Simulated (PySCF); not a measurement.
# AsBFH5O: the cost of one run

Computed with PySCF 2.14.0 and routines of our own; the level stands in each step. Atoms count from 0.

## 1. The starting structure

9 atoms, charge 0, multiplicity 1; geometry from: GFN2-xTB.

## 2. Relaxing the molecule at PBE0-D3(BJ)/def2-SVP

Job settings and geometry (Å):

```
{"job": {"xc": "PBE0", "basis": "def2-SVP", "d3": "d3bj", "grid": 1, "maxiter": 30, "shake": 0.01, "kind": "geom"}, "charge": 0, "multiplicity": 1}
O      1.026350    -0.656180     0.422260
B      1.764250     0.294180    -0.147680
F      1.115160     1.381470    -0.569130
As    -1.642930     0.425270     0.327240
H      1.417890    -1.437080     0.726960
H      2.929390     0.248500    -0.310030
H     -1.469650     0.139120    -1.118220
H     -3.134290     0.615630     0.059670
H     -1.948360    -1.028070     0.575180
```

Run with:

```bash
$ OMP_NUM_THREADS=1 python heavy_run.py task.json out
```

The driver reads the jobs from task.json and runs them one after another.

Q: Estimate the wall time and peak memory of this first job on 1 thread of Arm Neoverse V1, shared host.

About 45 s, with a peak of 0.4 GiB.
